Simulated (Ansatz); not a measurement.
The system is GdO.

```xyz
2
Lattice="0.0000 2.7000 2.7000 2.7000 0.0000 2.7000 2.7000 2.7000 0.0000" Properties=species:S:1:pos:R:3 pbc="T T T"
Gd    0.0000    0.0000    0.0000
O     1.3500    1.3500    1.3500
```

The cell comes from a database or a generator and needn't be the stable form of this composition.

Program: Ansatz 0.2.0. Alike in all runs: potentials or basis Ansatz PAW; spin collinear, ferromagnetic start; cell as given; smearing fermi-dirac 0.05 eV. Hardware: 2 threads of Intel(R) Xeon(R) Processor @ 2.70GHz, on a shared host.

**Question.** Order these runs on this cell by their wall time, lowest first.
A. task band structure; level r2SCAN+U; U Gd f U = 4 eV; k mesh 9 × 9 × 9; cutoff (eV) 500; points for each segment of the path 14; hubbard projectors ortho-atomic (the default); double counting fll (the default); mesh quality not flagged
B. task band structure; level RPBE; k mesh 9 × 9 × 9; cutoff (eV) 420; points for each segment of the path 14; mesh quality not flagged
C. task single point; level PBE; k mesh 3 × 3 × 3; cutoff (eV) 420; mesh quality coarse

**Answer.** C (1.5 s), B (7.6 s), A (16 s).

Caveats: some runs use coarse meshes; a cell with one magnetic atom can't hold antiferromagnetic order, which such compounds often take; the magnetic or orbital state may not be the lowest (some runs).
